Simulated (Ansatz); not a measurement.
Runs of Ansatz 0.2.0 on Rb3Ba. Symmetry: I4/mmm, No. 139, tetragonal system. The conventional cell has a = 6.743 Å, b = 6.743 Å, c = 14.743 Å, α = 90.00°, β = 90.00°, γ = 90.00°. The cell comes from a database or a generator and needn't be the stable form of this composition.

```csv
level,cutoff (eV),gap on the mesh (eV),pressure (GPa),relaxed volume (Å³/atom)
r2SCAN,500,none,0.0,86.96
RPBE,420,none,0.0,91.96
BLYP,420,none,0.0,(b)
revPBE,420,none,0.0,89.96
PBEsol,420,none,0.0,(a)
```

Alike in all rows: task relaxation of cell and atoms; potentials or basis Ansatz PAW; no spin polarisation; cell relaxed; k mesh 6 × 6 × 6; smearing fermi-dirac 0.05 eV.

Q: Estimate the missing entries.

A: (a) 77.78; (b) 88.99.

Caveats: the plane-wave basis is chosen anew once the cell has moved, so the energies of steps on either side of that aren't comparable; the PAW data sets come from PBE, with cores solved anew for the run's functional, which leaves a small shift of forces and pressure.

A k mesh can miss the band edges, and the runs leave out spin-orbit coupling on Ba, Rb.

A gap of «none» marks a metal or a gap under the smearing width.

Runs at the PBE level aren't shown here.
